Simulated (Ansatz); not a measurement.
# FeNi3 (Pm-3m): equation of state

The task here is to estimate one member of a computed series from the others.

Program: Ansatz 0.2.0. Level of theory: DFT r²SCAN, scalar-relativistic, plane waves, PAW. These are calculated values, not measurements.

## The structure to begin with

The structure is cubic, space group Pm-3m (No. 221). The conventional cell has a = 3.514 Å, b = 3.514 Å, c = 3.514 Å, α = 90.00°, β = 90.00°, γ = 90.00°. Around Fe (site symmetry m-3m) lie 12 Ni at 2.49 Å. Ni (site symmetry 4/mmm) has 4 Fe at 2.49 Å and 8 Ni at 2.49 Å as nearest neighbours.

Structure file:

```
Fe Ni
1.0
     3.51435    0.00000    0.00000
     0.00000    3.51435    0.00000
     0.00000    0.00000    3.51435
Fe Ni
1 3
Direct
  0.00000 0.00000 0.00000
  0.00000 0.50000 0.50000
  0.50000 0.00000 0.50000
  0.50000 0.50000 0.00000
```

An earlier run at r²SCAN left this cell at 10.851 Å³/atom and 0.01 GPa (12×12×12 mesh).

Volume factors to run: 0.980, 1.020, 0.960, 1.040.

Set-up of the first run:

Input file input.yaml:

```yaml
crystal:
  lattice:
    - [3.4907628596, 0.0, 0.0]
    - [0.0, 3.4907628596, 0.0]
    - [0.0, 0.0, 3.4907628596]
  atoms:
    - { symbol: Fe, position: [0.0, 0.0, 0.0], spin: 3.51 }
    - { symbol: Ni, position: [0.0, 0.5, 0.5], spin: 0.89 }
    - { symbol: Ni, position: [0.5, 0.0, 0.5], spin: 0.89 }
    - { symbol: Ni, position: [0.5, 0.5, 0.0], spin: 0.89 }
basis:
  ecutwfc: 500
  ecutrho_ratio: 4
kpoints:
  mp_grid: { grid: [12, 12, 12] }
hamiltonian:
  xc: r2scan
scf:
  occupations: { method: gaussian, width: 0.05 }
output:
  forces: true
  stress: true
  eigenvalues: true
  populations: true
magnetization:
  spin_polarized: true
```

Run with:

```
> ansatz run input.yaml --threads 4 --pin off --max-ram 10240MiB --backend cpu --events-out ev --progress --plain --runs-dir out
```

Steps of the session up to this table: Volume × 0.980; Volume × 1.020; Volume × 0.960; At 1.040 of the relaxed volume.

One of the session's tables, all rows but one given; the rest of the session is left out.

It belongs to the step «The fit». 

```
volume (Å³/atom)  energy (meV/atom)  pressure (GPa)  moment of atom 1 (μB)
          10.417              12.42            9.52                   3.14
          10.634                  ?               ?                      ?
          10.851               0.00            0.01                   3.19
          11.068               2.75           -4.04                   3.21
          11.285              10.74           -7.67                   3.23
```

Q: Estimate the row for volume (Å³/atom) = 10.634 from the others.

Worked estimate for «energy (meV/atom)». A straight line through the neighbours (10.417, 12.42) and (10.851, 0.00) gives 12.42 + (0.00 − 12.42) × (10.634 − 10.417) / (10.851 − 10.417) = 6.21; a parabola fitted to 3 rows on both sides gives 3.22.

The run gave: energy (meV/atom): 3.03; pressure (GPa): 4.49; moment of atom 1 (μB): 3.16. In «energy (meV/atom)» the line misses by +3.18 and the parabola by +0.19.

To keep in mind: Warnings in the runs' records: stability check not made.
